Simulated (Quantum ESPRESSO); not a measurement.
B2O: zone-centre phonons under several settings

```
O B
1.0
     2.87900    0.00000    0.00000
    -1.43950    2.49329    0.00000
     0.00000    0.00000    7.05200
O B
2 4
Direct
  0.33333 0.66667 0.69400
  0.66667 0.33333 0.30600
  0.33333 0.66667 0.97700
  0.66667 0.33333 0.02300
  0.00000 0.00000 0.62000
  0.00000 0.00000 0.38000
```

All runs used Quantum ESPRESSO 7.5; potentials GBRV 1.5 PBE; k mesh 6 × 6 × 2, shifted; no spin polarisation; cutoff 612 eV; occupations fermi-dirac, width 0.05 eV.

```tsv
level	geometry	volume (Å³/atom)	pressure (GPa)	lowest optical mode without the field (cm⁻¹)	highest optical mode without the field (cm⁻¹)
PBE	relaxed at -3 GPa	9.12	-0.6	37	1170
PBE	relaxed at 3 GPa	8.51	4.3	53	1175
PBE	relaxed at 8 GPa	8.09	8.7	67	1178
PBE	relaxed at 15 GPa	?	15.2	?	?
```

What stands in the row left open?

Volume 6.52 Å³/atom; lowest optical mode without the field 254 cm⁻¹; highest optical mode without the field 1225 cm⁻¹.

Caveats: all runs use coarse meshes; the mesh is thin for the phonons of a metal; the layers were relaxed without a dispersion term, so their spacing and the soft interlayer modes are unreliable; the cell is more than 3 GPa from zero pressure, which shifts response properties (some runs); the atoms weren't relaxed first, which shifts the frequencies (some runs); this functional lacks dispersion, which binds the layers, so the pressure and a relaxed spacing across them are unreliable (some runs); the volume moved by over 15 % at a fixed basis, so the end points are rough (some runs).

For the row left open. Caveat: the k mesh is coarse (spacing up to 0.45 Å⁻¹), so the values aren't converged; the mesh is thin for the phonons of a metal; the volume moved by over 15 % at a fixed basis, so the end points are rough; the cell is more than 3 GPa from zero pressure, which shifts response properties; the layers were relaxed without a dispersion term, so their spacing and the soft interlayer modes are unreliable.
